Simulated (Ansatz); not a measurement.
# CH3BF2: molecular dynamics

Aim: follow the molecule's vibrations and see whether its bonds hold. The start is relaxed first. Runs: 300 steps of 0.25 fs at constant energy (fourth-order Milne integrator), with velocities drawn for 500 K. SMILES of the start: FBCF.

Method: RKS B3LYP/6-31G*, in Ansatz 0.2.0.

### 1 The structure to begin with

Bond lengths: F1–B2 1.406 Å, B2–C3 1.557 Å, C3–F4 1.364 Å, B2–H5 1.190 Å, C3–H6 1.120 Å, C3–H7 1.159 Å. Angles: F1–B2–C3 117.4°, F1–B2–H5 122.2°, C3–B2–H5 120.4°, B2–C3–F4 113.6°, B2–C3–H6 110.4°, B2–C3–H7 110.9°, F4–C3–H6 110.5°, F4–C3–H7 105.1°, H6–C3–H7 106.0°.

Coordinates:

```xyz
7

F    -1.9509    0.1925   -0.1244
B    -0.6110    0.5367   -0.3769
C     0.4919   -0.3468    0.2779
F     0.4719   -1.6454   -0.1394
H    -0.3127    1.4470   -1.0821
H     0.4223   -0.2932    1.3944
H     1.5497    0.0412    0.0047
```

### 2 Relaxing the start

File input.yaml:

```yaml
crystal:
  periodic: [false, false, false]
  atoms:
    - { symbol: F, position_ang: [-1.9509, 0.1925, -0.1244] }
    - { symbol: B, position_ang: [-0.611, 0.5367, -0.3769] }
    - { symbol: C, position_ang: [0.4919, -0.3468, 0.2779] }
    - { symbol: F, position_ang: [0.4719, -1.6454, -0.1394] }
    - { symbol: H, position_ang: [-0.3127, 1.447, -1.0821] }
    - { symbol: H, position_ang: [0.4223, -0.2932, 1.3944] }
    - { symbol: H, position_ang: [1.5497, 0.0412, 0.0047] }
basis:
  gaussian: { orbitals: "6-31G*" }
hamiltonian:
  xc: b3lyp
relax:
  f_tol: 0.02
  max_steps: 40
scf:
  lower_state_search: "off"
```

The run is started by

```
> ansatz run input.yaml --threads 1 --pin off --max-ram 2048MiB --backend cpu --events-out ev --progress --plain --runs-dir out
```

Log (excerpt; [...] marks lines left out):

```text
Warning: RAYON_NUM_THREADS=1 ignored (pool sized by the plan → 1); use --threads N
[...]
Functional definition: B3LYP
[...]
704 factors; integrals over basis functions are off by at most 4.2e-4 eV
[...]
mean field -7196.35919635 eV, -264.4613225984 hartree, gradient 9.2e-6 eV, S^2 0.000000; 0 other end points of the search recorded, 0 dependent functions left out
[...]
reference -7196.35935131 eV, -264.4613282932 hartree; 16, 16 occupied and 50, 50 virtual orbitals, 704 factors
relax step   1: F+E_penalty+E_count = -7196.35919635 eV  Δ(F+E_penalty+E_count) = +0.000e0 eV  max|allowed force component| = 2.658e0 eV/Å  Δτ_max = 0.0000 Å  (13 SCF iters, accepted)
[...]
relax step   3: F+E_penalty+E_count = -7196.63891177 eV  Δ(F+E_penalty+E_count) = -3.850e-2 eV  max|allowed force component| = 9.554e-1 eV/Å  Δτ_max = 0.1855 Å  (23 SCF iters, accepted)
[...]
relax step   5: F+E_penalty+E_count = -7196.71674531 eV  Δ(F+E_penalty+E_count) = -2.869e-2 eV  max|allowed force component| = 2.670e-1 eV/Å  Δτ_max = 0.0974 Å  (18 SCF iters, accepted)
[...]
relax step   7: F+E_penalty+E_count = -7196.78439962 eV  Δ(F+E_penalty+E_count) = -4.009e-2 eV  max|allowed force component| = 3.284e-1 eV/Å  Δτ_max = 0.1994 Å  (23 SCF iters, accepted)
[...]
relax step   9: F+E_penalty+E_count = -7196.79919700 eV  Δ(F+E_penalty+E_count) = -6.874e-3 eV  max|allowed force component| = 9.012e-2 eV/Å  Δτ_max = 0.0170 Å  (19 SCF iters, accepted)
[...]
relax step  10: F+E_penalty+E_count = -7196.79943107 eV  Δ(F+E_penalty+E_count) = -2.341e-4 eV  max|allowed force component| = 2.216e-2 eV/Å  Δτ_max = 0.0035 Å  (14 SCF iters, accepted)
[...]
relax step  11: F+E_penalty+E_count = -7196.79944378 eV  Δ(F+E_penalty+E_count) = -1.272e-5 eV  max|allowed force component| = 9.529e-3 eV/Å  Δτ_max = 0.0013 Å  (12 SCF iters, accepted)
Total energy: -7196.79959855 eV, -264.4775070806 hartree
Atom 0 at    -1.740860    -0.037895    -0.796721 Å, force    -0.009274    -0.003392    -0.004006 eV/Å
Atom 1 at    -0.623198     0.520120    -0.364741 Å, force     0.003446     0.004381     0.001019 eV/Å
Atom 2 at     0.520658    -0.348772     0.271332 Å, force     0.009529    -0.004855     0.005798 eV/Å
Atom 3 at     0.217864    -1.707725     0.315956 Å, force    -0.001059    -0.002048    -0.000176 eV/Å
Atom 4 at    -0.507486     1.707757    -0.471917 Å, force    -0.000888     0.004659    -0.001032 eV/Å
Atom 5 at     0.736575     0.005622     1.293242 Å, force    -0.000138     0.000307    -0.002205 eV/Å
Atom 6 at     1.457647    -0.207107    -0.292952 Å, force    -0.001617     0.000948     0.000602 eV/Å
Dipole moment:     0.228506     0.335089     0.058807 e Å
Checks for a lower state left out: stability, starts, cluster_reference, orbital_swaps, neighbouring_geometries, increment
```

Run time: 30 s. Hardware: 1 thread of Arm Neoverse N1, shared host; peak memory 0.12 GiB.

Step by step:

| step | energy from step 1 (eV) | largest force component (eV/Å) |
| --- | --- | --- |
| 1 | 0.0000 | 2.6581 |
| 2 | -0.2412 | 1.3682 |
| 3 | -0.2797 | 0.9554 |
| 4 | -0.3289 | 0.3117 |
| 5 | -0.3575 | 0.2670 |
| 6 | -0.3851 | 0.5539 |
| 7 | -0.4252 | 0.3284 |
| 8 | -0.4331 | 0.4334 |
| 9 | -0.4400 | 0.0901 |
| 10 | -0.4402 | 0.0222 |
| 11 | -0.4402 | 0.0095 |

Step 1 is the start.

After: Bond lengths: F1–B2 1.322 Å, B2–C3 1.571 Å, C3–F4 1.393 Å, B2–H5 1.198 Å, C3–H6 1.103 Å, C3–H7 1.103 Å. Angles: F1–B2–C3 121.0°, F1–B2–H5 118.1°, C3–B2–H5 120.9°, B2–C3–F4 113.2°, B2–C3–H6 109.9°, B2–C3–H7 109.9°, F4–C3–H6 109.0°, F4–C3–H7 109.0°, H6–C3–H7 105.5°.

### 3 The run

300 steps of 0.25 fs at constant energy (fourth-order milne integrator), with velocities drawn for 500 K, from the relaxed start.

File input.yaml:

```yaml
crystal:
  periodic: [false, false, false]
  atoms:
    - { symbol: F, position_ang: [-1.74086, -0.037895, -0.796721] }
    - { symbol: B, position_ang: [-0.623198, 0.52012, -0.364741] }
    - { symbol: C, position_ang: [0.520658, -0.348772, 0.271332] }
    - { symbol: F, position_ang: [0.217864, -1.707725, 0.315956] }
    - { symbol: H, position_ang: [-0.507486, 1.707757, -0.471917] }
    - { symbol: H, position_ang: [0.736575, 0.005622, 1.293242] }
    - { symbol: H, position_ang: [1.457647, -0.207107, -0.292952] }
basis:
  gaussian: { orbitals: "6-31G*" }
hamiltonian:
  xc: b3lyp
md:
  timestep: 0.25
  n_steps: 300
  ensemble: nve_milne
  temperature: 500.0
  initial_velocities: maxwell_boltzmann
  seed: 50451
scf:
  lower_state_search: "off"
```

The run is started by

```
> ansatz run input.yaml --threads 1 --pin off --max-ram 2048MiB --backend cpu --events-out ev --progress --plain --runs-dir out
```

Log (excerpt; [...] marks lines left out):

```text
Warning: RAYON_NUM_THREADS=1 ignored (pool sized by the plan → 1); use --threads N
[...]
[... 1 set-up line as earlier in the session ...]
[...]
704 factors; integrals over basis functions are off by at most 4.1e-4 eV
[...]
mean field -7196.79945670 eV, -264.4775018679 hartree, gradient 1.2e-6 eV, S^2 0.000000; 0 other end points of the search recorded, 0 dependent functions left out
[...]
reference -7196.79960918 eV, -264.4775074712 hartree; 16, 16 occupied and 50, 50 virtual orbitals, 704 factors
md step     0: t =     0.00 fs  T =   500.0 K  F+E_penalty+E_count = -7196.79945670 eV  E_kin = 0.323150 eV  conserved = -7196.47630671 eV  (14 SCF iters)
[...]
md step    20: t =     5.00 fs  T =   189.8 K  F+E_penalty+E_count = -7196.59897855 eV  E_kin = 0.122671 eV  conserved = -7196.47630716 eV  (14 SCF iters)
[...]
md step    40: t =    10.00 fs  T =   159.6 K  F+E_penalty+E_count = -7196.57943325 eV  E_kin = 0.103126 eV  conserved = -7196.47630706 eV  (13 SCF iters)
[...]
md step    60: t =    15.00 fs  T =   313.6 K  F+E_penalty+E_count = -7196.67896982 eV  E_kin = 0.202663 eV  conserved = -7196.47630728 eV  (13 SCF iters)
[...]
md step    79: t =    19.75 fs  T =   241.5 K  F+E_penalty+E_count = -7196.63241372 eV  E_kin = 0.156106 eV  conserved = -7196.47630740 eV  (14 SCF iters)
md step    80: t =    20.00 fs  T =   236.0 K  F+E_penalty+E_count = -7196.62884062 eV  E_kin = 0.152533 eV  conserved = -7196.47630743 eV  (14 SCF iters)
```

### 4 The output, continued: dynamics from the start

Output, continued (excerpt; [...] marks lines left out):

```text
md step    81: t =    20.25 fs  T =   230.1 K  F+E_penalty+E_count = -7196.62499743 eV  E_kin = 0.148691 eV  conserved = -7196.47630691 eV  (13 SCF iters)
[...]
md step   107: t =    26.75 fs  T =   270.7 K  F+E_penalty+E_count = -7196.65122943 eV  E_kin = 0.174922 eV  conserved = -7196.47630703 eV  (14 SCF iters)
[...]
md step   133: t =    33.25 fs  T =   250.7 K  F+E_penalty+E_count = -7196.63833905 eV  E_kin = 0.162032 eV  conserved = -7196.47630706 eV  (13 SCF iters)
[...]
md step   159: t =    39.75 fs  T =   220.7 K  F+E_penalty+E_count = -7196.61895410 eV  E_kin = 0.142647 eV  conserved = -7196.47630736 eV  (14 SCF iters)
[...]
md step   184: t =    46.00 fs  T =   302.8 K  F+E_penalty+E_count = -7196.67199814 eV  E_kin = 0.195691 eV  conserved = -7196.47630753 eV  (13 SCF iters)
md step   185: t =    46.25 fs  T =   293.1 K  F+E_penalty+E_count = -7196.66573811 eV  E_kin = 0.189431 eV  conserved = -7196.47630743 eV  (13 SCF iters)
```

### 5 The output, continued: dynamics from the start

The log, continued (excerpt; [...] marks lines left out):

```text
md step   186: t =    46.50 fs  T =   283.4 K  F+E_penalty+E_count = -7196.65947446 eV  E_kin = 0.183167 eV  conserved = -7196.47630715 eV  (13 SCF iters)
[...]
md step   208: t =    52.00 fs  T =   147.8 K  F+E_penalty+E_count = -7196.57181067 eV  E_kin = 0.095504 eV  conserved = -7196.47630708 eV  (14 SCF iters)
[...]
md step   230: t =    57.50 fs  T =   171.2 K  F+E_penalty+E_count = -7196.58692752 eV  E_kin = 0.110620 eV  conserved = -7196.47630725 eV  (14 SCF iters)
[...]
md step   252: t =    63.00 fs  T =   376.7 K  F+E_penalty+E_count = -7196.71979742 eV  E_kin = 0.243490 eV  conserved = -7196.47630737 eV  (13 SCF iters)
[...]
md step   299: t =    74.75 fs  T =   235.9 K  F+E_penalty+E_count = -7196.62879881 eV  E_kin = 0.152492 eV  conserved = -7196.47630677 eV  (13 SCF iters)
[...]
md step   300: t =    75.00 fs  T =   249.6 K  F+E_penalty+E_count = -7196.63763796 eV  E_kin = 0.161331 eV  conserved = -7196.47630689 eV  (13 SCF iters)
Total energy: -7196.63779331 eV, -264.4715608480 hartree
Atom 0 at    -1.756227    -0.002811    -0.845198 Å, force     0.389302     0.066866     0.529119 eV/Å
Atom 1 at    -0.641690     0.478245    -0.283580 Å, force    -0.881282     0.357737    -1.567814 eV/Å
Atom 2 at     0.510842    -0.376626     0.219789 Å, force     1.257276     0.446185     0.372153 eV/Å
Atom 3 at     0.247105    -1.698693     0.351567 Å, force    -0.403547    -1.418120     0.447598 eV/Å
Atom 4 at    -0.482892     1.648546    -0.291892 Å, force    -0.152779     0.505536     0.109226 eV/Å
Atom 5 at     0.778746     0.110823     1.180500 Å, force     0.101961    -0.445219     0.220303 eV/Å
Atom 6 at     1.444662    -0.303615    -0.373961 Å, force    -0.310930     0.487015    -0.110584 eV/Å
Dipole moment:     0.235970     0.281598     0.081652 e Å
Checks for a lower state left out: stability, starts, cluster_reference, orbital_swaps, neighbouring_geometries, increment
```

Run time: 11 min. Hardware: 1 thread of Arm Neoverse N1, shared host; peak memory 0.1 GiB.

### 6 Frames and traces

The trajectory, every 12 steps (energies from step 0):

| time (fs) | T (K) | potential energy change (meV/atom) | total energy change (meV/atom) |
| --- | --- | --- | --- |
| 0.0 | 500 | 0.0 | 0.00 |
| 3.0 | 330 | 15.6 | 0.00 |
| 6.0 | 146 | 32.7 | 0.00 |
| 9.0 | 116 | 35.4 | 0.00 |
| 12.0 | 289 | 19.5 | 0.00 |
| 15.0 | 314 | 17.2 | 0.00 |
| 18.0 | 265 | 21.7 | 0.00 |
| 21.0 | 212 | 26.6 | 0.00 |
| 24.0 | 231 | 24.9 | 0.00 |
| 27.0 | 270 | 21.2 | 0.00 |
| 30.0 | 297 | 18.7 | 0.00 |
| 33.0 | 263 | 21.9 | 0.00 |
| 36.0 | 155 | 31.9 | 0.00 |
| 39.0 | 205 | 27.3 | 0.00 |
| 42.0 | 291 | 19.3 | 0.00 |
| 45.0 | 334 | 15.3 | 0.00 |
| 48.0 | 240 | 24.0 | 0.00 |
| 51.0 | 185 | 29.1 | 0.00 |
| 54.0 | 105 | 36.5 | 0.00 |
| 57.0 | 161 | 31.3 | 0.00 |
| 60.0 | 230 | 24.9 | 0.00 |
| 63.0 | 377 | 11.4 | 0.00 |
| 66.0 | 325 | 16.1 | 0.00 |
| 69.0 | 210 | 26.8 | 0.00 |
| 72.0 | 129 | 34.3 | 0.00 |
| 75.0 | 250 | 23.1 | 0.00 |

time (fs), T (K) and a bar:
```
      0.0        500 ##############################
      3.2        310 ###############
      6.5        130 
      9.8        146 ##
     13.0        325 ################
     16.2        287 #############
     19.5        247 ##########
     22.8        200 ######
     26.0        270 ############
     29.2        284 #############
     32.5        285 #############
     35.8        155 ##
     39.2        210 #######
     42.5        309 ###############
     45.8        312 ###############
     49.0        228 ########
     52.2        139 #
     55.5        124 
     58.8        193 #####
     62.0        338 #################
     65.2        354 ##################
     68.5        227 ########
     71.8        130 
     75.0        250 ##########
```

### 7 Positions and forces

Positions (Å) and forces (eV/Å):

```xyz
7
time_fs=9.5 T=134 dE=0.2365
F    -1.775   -0.028   -0.826    1.206    0.496    0.648
B    -0.648    0.566   -0.351   -0.101   -2.609   -0.249
C     0.566   -0.399    0.265   -0.650    2.378    0.318
F     0.236   -1.705    0.339   -0.417   -1.626   -0.562
H    -0.603    1.716   -0.486    0.252    0.958    0.127
H     0.792   -0.123    1.312   -0.023    0.588   -0.129
H     1.524   -0.233   -0.268   -0.268   -0.185   -0.154
7
time_fs=18.8 T=258 dE=0.1565
F    -1.767   -0.002   -0.831   -0.290   -0.476   -0.120
B    -0.664    0.510   -0.353    1.185    0.593    0.571
C     0.560   -0.328    0.271   -0.950   -1.537   -0.834
F     0.240   -1.751    0.344    0.221    1.635    0.400
H    -0.563    1.719   -0.355   -0.036   -0.269   -0.090
H     0.828    0.102    1.254   -0.030   -0.457   -0.053
H     1.458   -0.319   -0.370   -0.100    0.511    0.126
7
time_fs=28.0 T=271 dE=0.1482
F    -1.760    0.009   -0.837    0.188   -0.202   -0.013
B    -0.629    0.472   -0.329   -1.473    2.083   -0.157
C     0.501   -0.341    0.238    1.096   -1.556    0.336
F     0.253   -1.740    0.359    0.400    1.131   -0.173
H    -0.506    1.705   -0.274   -0.032   -0.808   -0.227
H     0.833    0.074    1.202   -0.113   -0.192    0.087
H     1.358   -0.127   -0.443   -0.066   -0.455    0.148
7
time_fs=37.5 T=174 dE=0.2104
F    -1.752    0.011   -0.845   -0.573    0.017   -0.074
B    -0.665    0.512   -0.305    0.582   -0.444   -0.232
C     0.484   -0.419    0.221    0.651    3.306    0.508
F     0.277   -1.703    0.369   -0.824   -3.491   -0.227
H    -0.451    1.683   -0.340   -0.209    0.235    0.059
H     0.802   -0.051    1.213    0.248    0.496   -0.123
H     1.329   -0.206   -0.467    0.125   -0.119    0.090
7
time_fs=47.0 T=265 dE=0.1517
F    -1.763    0.013   -0.855    0.084    0.028    0.280
B    -0.678    0.544   -0.306    0.194   -1.500   -0.482
C     0.516   -0.350    0.237   -0.117   -1.226   -0.033
F     0.273   -1.768    0.370   -0.234    1.536    0.230
H    -0.560    1.698   -0.357    0.070    0.977    0.126
H     0.907    0.086    1.169   -0.121   -0.361    0.239
H     1.369   -0.335   -0.444    0.125    0.546   -0.360
7
time_fs=56.2 T=143 dE=0.2306
F    -1.773    0.014   -0.855    0.452   -0.194    0.046
B    -0.669    0.536   -0.334   -0.323    0.045    0.795
C     0.554   -0.330    0.245   -1.178   -1.506   -0.369
F     0.259   -1.786    0.377    0.570    2.574   -0.459
H    -0.667    1.752   -0.271    0.351   -0.437   -0.124
H     0.931    0.013    1.214   -0.111    0.013   -0.012
H     1.351   -0.151   -0.496    0.239   -0.494    0.122
7
time_fs=65.5 T=345 dE=0.1003
F    -1.767    0.008   -0.852   -0.038   -0.136    0.022
B    -0.671    0.505   -0.315    0.754    0.819    0.368
C     0.531   -0.396    0.232    0.154    1.495   -0.055
F     0.262   -1.711    0.367   -0.480   -1.760   -0.222
H    -0.550    1.738   -0.246   -0.159   -0.884   -0.146
H     0.859   -0.053    1.227    0.008    0.442   -0.099
H     1.415   -0.254   -0.434   -0.239    0.025    0.131
7
time_fs=75.0 T=250 dE=0.1618
F    -1.756   -0.003   -0.845    0.389    0.067    0.529
B    -0.642    0.478   -0.284   -0.881    0.358   -1.568
C     0.511   -0.377    0.220    1.257    0.446    0.372
F     0.247   -1.699    0.352   -0.404   -1.418    0.448
H    -0.483    1.649   -0.292   -0.153    0.505    0.109
H     0.779    0.111    1.181    0.102   -0.445    0.220
H     1.445   -0.304   -0.374   -0.311    0.487   -0.111
```

### 8 Results

| quantity | value |
| --- | --- |
| relaxation of the start | 10 moves, 0.440 eV lower |
| length | 300 steps of 0.25 fs |
| temperature, first and last step | 500 and 250 K |
| temperature, second half | mean 232 K, from 105 to 385 K |
| potential energy, second half | +25 meV/atom from the start |
| largest change of the total energy | 0.00 meV/atom |
| bonds formed or broken | 0 |

In words: The temperature starts at 500 K and averages 232 K in the second half, where it ranges from 105 to 385 K. About half is expected from a start at a minimum: kinetic energy passes into potential energy until both shares match. The total energy strays from its start by at most 0.00 meV/atom, under 0.1 % of the mean kinetic energy, which is good for a step of 0.25 fs. The bonding pattern survives the run. A run of 75 fs with 7 atoms shows the motion but fixes no equilibrium value. The nuclei move classically, without zero-point motion, which matters most for hydrogen.
